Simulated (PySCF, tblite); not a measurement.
# C₈H₉ radical: geometry, infrared bands and EPR parameters

Aim: predict the infrared bands and EPR parameters of C₈H₉ radical (`C=C[CH]/C=C\C#CC`).

The runs use tblite 0.8.0 and PySCF 2.14.0, with density-fitted response routines of our own; the level of theory stands in each step. All values are computed, except where a source is named. Atoms are numbered from 0 throughout.

### 1 The molecule as given

17 atoms, charge 0, multiplicity 2; geometry from: force field or distance geometry start.

Bonds of the start (Å): C0–C1 1.33, C1–C2 1.51, C2–C3 1.48, C3–C4 1.32, C4–C5 1.44, C5–C6 1.23, C6–C7 1.47, C0–H8 1.08, C0–H9 1.09, C1–H10 1.08, C2–H11 1.13, C3–H12 1.09, C4–H13 1.09, C7–H14 1.10, C7–H15 1.11, C7–H16 1.11.

### 2 Relaxing the molecule with GFN2-xTB

Job settings and geometry (Å):

```
{"job": {"kind": "relax", "xc": "GFN2-xTB", "basis": "xTB"}, "charge": 0, "multiplicity": 2}
C     -2.983800     1.142000     0.181400
C     -2.341800     0.077900    -0.286600
C     -1.156000    -0.377900     0.536500
C     -0.628700    -1.686700     0.102500
C      0.675000    -1.846300    -0.037900
C      1.555600    -0.729900     0.191900
C      2.298400     0.230400     0.393300
C      3.190500     1.368900     0.664400
H     -2.653300     1.625100     1.093500
H     -3.859400     1.565600    -0.307200
H     -2.659000    -0.426600    -1.188200
H     -1.553500    -0.486500     1.588900
H     -1.253500    -2.557600    -0.070500
H      1.086500    -2.804900    -0.356200
H      2.573100     2.183500     1.063800
H      3.691700     1.677400    -0.280400
H      4.011100     1.057600     1.350600
```

The run is started by

```console
OMP_NUM_THREADS=1 python probes_run.py task.json out
```

This one command runs all jobs of the session in turn.

**Question.** This job is followed by: GFN2-xTB harmonic vibrations, gas phase; UKS B3LYP, pcH-1 on C H, non-relativistic, mean-field spin-orbit, GIAO. Predict these results of the whole session: strongest single infrared mode (GFN2-xTB); zero-point energy (GFN2-xTB); g(iso) (B3LYP); ⟨S²⟩; largest a(iso) (averaged by class); surface potential, 1st and 99th percentile.

**Answer**, as computed:

| quantity | value |
| --- | --- |
| strongest single infrared mode (GFN2-xTB) | 2304 cm⁻¹, 130 km/mol |
| zero-point energy (GFN2-xTB) | 84.5 kcal/mol |
| g(iso) (B3LYP) | 2.00264 |
| ⟨S²⟩ | 0.794 (exact 0.75) |
| largest a(iso) (averaged by class) | 13C on C2, 42.5 MHz |
| surface potential, 1st and 99th percentile | -0.78 V and 0.88 V |

In words: Relaxing lowered the energy by 1.848 eV in 125 steps; the close pair that moved most is C1–C2, from 1.514 to 1.412 Å. All 45 modes are real, so the xTB geometry is a minimum. The strongest single mode, at 2304 cm⁻¹, moves mainly C6 and C5. GFN2-xTB is a fitted tight-binding method: band positions and strengths are rough. Its intensities can rank the bands wrongly. The largest spin populations lie on C4 (0.48 e), C2 (0.47 e), C0 (0.42 e). The isotropic g lies 0.3 ppt above the free-electron value.
